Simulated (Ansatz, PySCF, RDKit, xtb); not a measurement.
**CH3SiZn: a search for the lowest isomer**

Task: start from the formula CH3SiZn (odd number of electrons), draw up candidate structures, narrow them down in stages, and characterise the one that lies lowest at 298.15 K.

The funnel: GFN2-xTB relaxations, single points with a density functional, relaxations at B3LYP-D3(BJ)/def2-SVP, harmonic vibrations, and a last energy at a higher level. All values are calculated.

6 further runs of the same task are left out: 6 set aside as unsound or not needed.

## 1. Candidates

All bonding patterns within simple valence rules are listed by program: one Lewis structure each, at most two rings and one unusual centre or charged pair. O–O, O–halogen and N–halogen bonds and N–N–N chains are not drawn. That gives 16 candidates.

c063 [CH]=[SiH][ZnH]; c113 [CH2]1[SiH][Zn]1; c229 [SiH2]=[C][ZnH]; c236 [SiH]=[CH][ZnH]; c373 [SiH][CH2][Zn]; c435 [SiH3][C][Zn]; c527 [CH]=[Si+][ZnH2-]; c675 C=[Si][ZnH]; c725 [SiH2]=[CH][Zn]; c759 [CH]1[SiH2][Zn]1; c812 [CH][Zn][SiH2]; c916 C[Si][Zn]; c921 C=[SiH][Zn]; c934 [CH2][Zn][SiH]; c936 [CH]1[SiH+][ZnH-]1; c944 [CH][SiH2][Zn].

Candidates are built by distance geometry, with a force field where one applies, in up to four conformers (letters a to d). 16 starts with atoms placed at random are added, to find patterns that the rules miss.

Q: Predict the outcome of this search (final energies at CCSD(T)/def2-SVP).

| quantity | value |
| --- | --- |
| lowest structure found | C[Si][Zn], doublet, Cs |
| next finalist | C=[SiH][Zn], doublet, 4.8 kcal/mol higher in G |
| share at equilibrium, among the finalists | 100.0 % |
| harmonic wavenumbers, lowest and highest (B3LYP-D3(BJ)/def2-SVP) | 102 and 3101 cm⁻¹ |
| rotational constants, same geometry | 0.4928, 0.08145, 0.07085 cm⁻¹ |
| dipole moment (PBE0/def2-TZVPD) | 1.93 D |
| HOMO energy (highest over α and β) (PBE0/def2-TZVPD) | -4.79 eV |
| LUMO energy (lowest over α and β) (PBE0/def2-TZVPD) | -2.65 eV |
| lowest excitation (TD-CAM-B3LYP/def2-SVPD) | 0.52 eV (f = 0.001) |
| strongest of the states computed, same level | 2.90 eV (f = 0.034) |
| vertical ionisation energy (to the singlet cation) | 6.60 eV |
| vertical electron affinity | 0.44 eV |
| vertical quartet less doublet | +1.40 eV |

The search ends on `C[Si][Zn]`. The margin of 4.8 kcal/mol over the next finalist is beyond the usual error of the last level; it says nothing of structures that weren't ranked. GFN2-xTB, HF/STO-3G, r2SCAN-D4/def2-SVP, B3LYP-D3(BJ)/def2-SVP, HF/def2-SVP and MP2/def2-SVP already put its bonding pattern lowest among the structures in one piece. The stability test raises a flag; for an open shell a flag towards a general spinor solution can be the free rotation of the spin. The search is not exhaustive (a finite list of starts, one conformer a finalist), so a lower isomer can't be ruled out. Patterns outside the rules of the enumeration were met only by chance.
